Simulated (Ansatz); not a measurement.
# GeCl− (singlet): geometry optimisation

Aim: relax a generated start of GeCl− (singlet) and see which bonds hold.

Computed with Ansatz 0.2.0, Gaussian basis. Level: RKS PBE0/def2-TZVPD.

**1. The system as given**

2 atoms, charge -1, spin multiplicity 1.

Atoms are counted from 1 here; the program's logs count them from 0.

Bond lengths: Ge1–Cl2 2.065 Å.

The start is set by covalent radii. Sticks and bond lists go by distance. No spin-orbit coupling is included. 

**2. The run**

Input file in.yaml:

```yaml
crystal:
  periodic: [false, false, false]
  atoms:
    - {symbol: Ge, position_ang: [0.000000, 0.000000, 0.000000]}
    - {symbol: Cl, position_ang: [0.000000, 0.000000, 2.064600]}
basis:
  gaussian: {orbitals: def2-TZVPD}
total_charge: -1
hamiltonian: {xc: pbe0}
relax: {f_tol: 0.004, max_steps: 80}
```

The run is started by

```console
ansatz run in.yaml --threads 1 --pin off --events-out ev --progress --plain --max-ram 2176MiB
```

Q: Predict the outcome of this session. Wanted: energy gained; shift from the start; total energy.

**Answer**, as computed:

| quantity | value |
| --- | --- |
| steps | 5 |
| energy gained | 0.386 eV |
| shift from the start (rms) | 0.130 Å |
| total energy | -69030.2281 eV |

What this shows: The bonds of the start are those of the end. Ge1–Cl2 went from 2.065 to 2.325 Å. No vibrations were run, so this is a stationary point, not a proven minimum, and this spin need not be the ground state's.
